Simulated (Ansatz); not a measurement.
Crystal: CrN2.

```
Cr N
1.0
     3.90179    0.00000    0.00000
     0.00000    4.80951    0.00000
     0.00000    0.00000    2.78417
Cr N
2 4
Direct
  0.00000 0.00000 0.00000
  0.50000 0.50000 0.50000
  0.86617 0.58878 0.00000
  0.13383 0.41123 0.00000
  0.36617 0.91122 0.50000
  0.63383 0.08878 0.50000
```

The cell comes from a database or a generator and needn't be the stable form of this composition.

Alike in all runs: program Ansatz 0.2.0; functional PBEsol; potentials or basis Ansatz PAW; cutoff 420 eV (not typed: the program's choice for these potentials); k mesh 6 × 5 × 8; occupations fermi-dirac, width 0.05 eV.

Problem. Only the start or the spin constraint differs. Which run ends lowest in energy?
A. collinear spin, ferromagnetic start of up to 3.75 μB; fixed moment 7.5
B. collinear spin, ferromagnetic start of up to 3 μB; fixed moment 6
C. collinear spin, ferromagnetic start of up to 1.5 μB; fixed moment 3
D. collinear spin, ferromagnetic start of up to 0.75 μB; fixed moment 1.5
E. collinear spin, program default start; fixed moment 0
F. collinear spin, ferromagnetic start of up to 2.25 μB; fixed moment 4.5

Solution. F.

| start | free energy over the lowest (meV/atom) | net moment (μB) | site or absolute moments (μB) | gap |
| --- | --- | --- | --- | --- |
| collinear spin, ferromagnetic start of up to 2.25 μB; fixed moment 4.5 | 0.0 | 4.50 | Cr +1.94; N -0.05 | - |
| collinear spin, ferromagnetic start of up to 3.75 μB; fixed moment 7.5 | 329.5 | 7.50 | Cr +2.49; N +0.15 | - |
| collinear spin, ferromagnetic start of up to 3 μB; fixed moment 6 | 127.1 | 6.00 | Cr +2.23; N +0.05 | - |
| collinear spin, program default start; fixed moment 0 | 220.0 | 0.00 | - | - |
| collinear spin, ferromagnetic start of up to 4.5 μB; fixed moment 9 | 704.4 | 9.00 | Cr +2.75; N +0.25 | - |
| collinear spin, ferromagnetic start of up to 1.5 μB; fixed moment 3 | 66.5 | 3.00 | Cr +1.45; N -0.08 | - |
| collinear spin, ferromagnetic start of up to 6 μB; fixed moment 12 | 1847.5 | 12.00 | Cr +3.25; N +0.45 | - |
| collinear spin, ferromagnetic start of up to 0.75 μB; fixed moment 1.5 | 153.7 | 1.50 | Cr +0.72; N -0.04 | - |

All polarised runs hold their moment fixed, so the table maps the energy against it. A still lower state may exist.

Caveats: the total moment is fixed, so each spin has its own Fermi level; forces of over 1 eV/Å show positions far from the minimum, so gaps and moduli don't describe the material at rest (some runs).
